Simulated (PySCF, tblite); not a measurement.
# C5H15BSi2: geometry, infrared bands and NMR shifts

What infrared bands and NMR shifts should C5H15BSi2 (`C=C(C)B[SiH2]CC[SiH3]`) show?

The runs use tblite 0.8.0 and PySCF 2.14.0, with density-fitted response routines of our own; the level of theory stands in each step. All values are computed, except where a source is named. Atoms count from 0, in the outputs and in this text.

### 1 The molecule as given

23 atoms, charge 0, multiplicity 1; geometry from: force field or distance geometry start.

Bonds of the start (Å): C0–C1 1.33, C1–C2 1.51, C1–B3 1.58, B3–Si4 1.94, Si4–C5 1.86, C5–C6 1.53, C6–Si7 1.88, C0–H8 1.09, C0–H9 1.10, C2–H10 1.10, C2–H11 1.12, C2–H12 1.11, B3–H13 1.18, Si4–H14 1.47, Si4–H15 1.47, C5–H16 1.11, C5–H17 1.11, C6–H18 1.10, C6–H19 1.11, Si7–H20 1.47, Si7–H21 1.47, Si7–H22 1.47.

### 2 Geometry optimisation with GFN2-xTB

The job: settings as JSON, then the geometry in Å.

```
{"job": {"kind": "relax", "xc": "GFN2-xTB", "basis": "xTB"}, "charge": 0, "multiplicity": 1}
C     -3.716300    -1.036800    -0.398800
C     -2.625300    -0.271700    -0.344200
C     -2.368800     0.596200     0.869900
B     -1.547300    -0.373900    -1.498300
Si     0.143300     0.583600    -1.458400
C      1.188900     0.009300    -0.027000
C      2.550500     0.713800    -0.037400
Si     3.604500     0.143900     1.413400
H     -3.905500    -1.697700    -1.239600
H     -4.469400    -1.009500     0.400600
H     -1.741000     0.058400     1.593400
H     -3.337000     0.868900     1.366500
H     -1.883200     1.546200     0.578700
H     -1.762200    -1.068900    -2.429000
H      0.860800     0.327100    -2.717700
H     -0.112700     2.029800    -1.337400
H      1.332300    -1.086100    -0.104400
H      0.654500     0.233000     0.919300
H      3.092900     0.483100    -0.968700
H      2.417800     1.811800     0.053500
H      3.809400    -1.305900     1.318200
H      2.907600     0.454900     2.670900
H      4.901400     0.838500     1.386600
```

Run with:

```bash
$ OMP_NUM_THREADS=1 python probes_run.py task.json out
```

The driver reads the jobs from task.json and runs them one after another.

**Question.** This job is followed by: GFN2-xTB harmonic vibrations, gas phase; GIAO PBE0/pcSseg-1 NMR shielding, non-relativistic, gas phase. Predict these results of the whole session: strongest single infrared mode (GFN2-xTB); zero-point energy (GFN2-xTB); ¹³C shifts against TMS (PBE0/pcSseg-1); ¹H shifts against TMS (PBE0/pcSseg-1, means over atoms taken as alike); ¹¹B shifts against BF3·OEt2 (PBE0/pcSseg-1); ²⁹Si shifts against TMS (PBE0/pcSseg-1); surface potential, 1st and 99th percentile.

**Answer**, as computed:

| quantity | value |
| --- | --- |
| strongest single infrared mode (GFN2-xTB) | 796 cm⁻¹, 561 km/mol |
| zero-point energy (GFN2-xTB) | 110.6 kcal/mol |
| ¹³C shifts against TMS (PBE0/pcSseg-1) | 165.5, 152.0, 28.1, 10.7, 7.3 ppm |
| ¹H shifts against TMS (PBE0/pcSseg-1, means over atoms taken as alike) | 8.72, 6.63, 6.11, 4.00, 3.87, 2.36, 0.96, 0.66 ppm |
| ¹¹B shifts against BF3·OEt2 (PBE0/pcSseg-1) | 92.0 ppm |
| ²⁹Si shifts against TMS (PBE0/pcSseg-1) | -61.4, -67.7 ppm |
| surface potential, 1st and 99th percentile | -0.29 V and 0.93 V |

In words: Over 131 steps the energy fell by 0.232 eV; of the close pairs, Si4–C5 changed most, 1.863 to 1.922 Å. No mode is imaginary among the 63: a minimum at this level. GFN2-xTB is a fitted tight-binding method: band positions and strengths are rough. Its intensities can rank the bands wrongly. At PBE0/pcSseg-1: The largest span, 283 ppm, is at C1, where the paramagnetic term is -239 ppm. At PBE0/pcSseg-1, counted by nearest atom on the grid, the HOMO lies on C5 16 %; Si4 14 %, the LUMO on B3 45 %; C0 17 %.
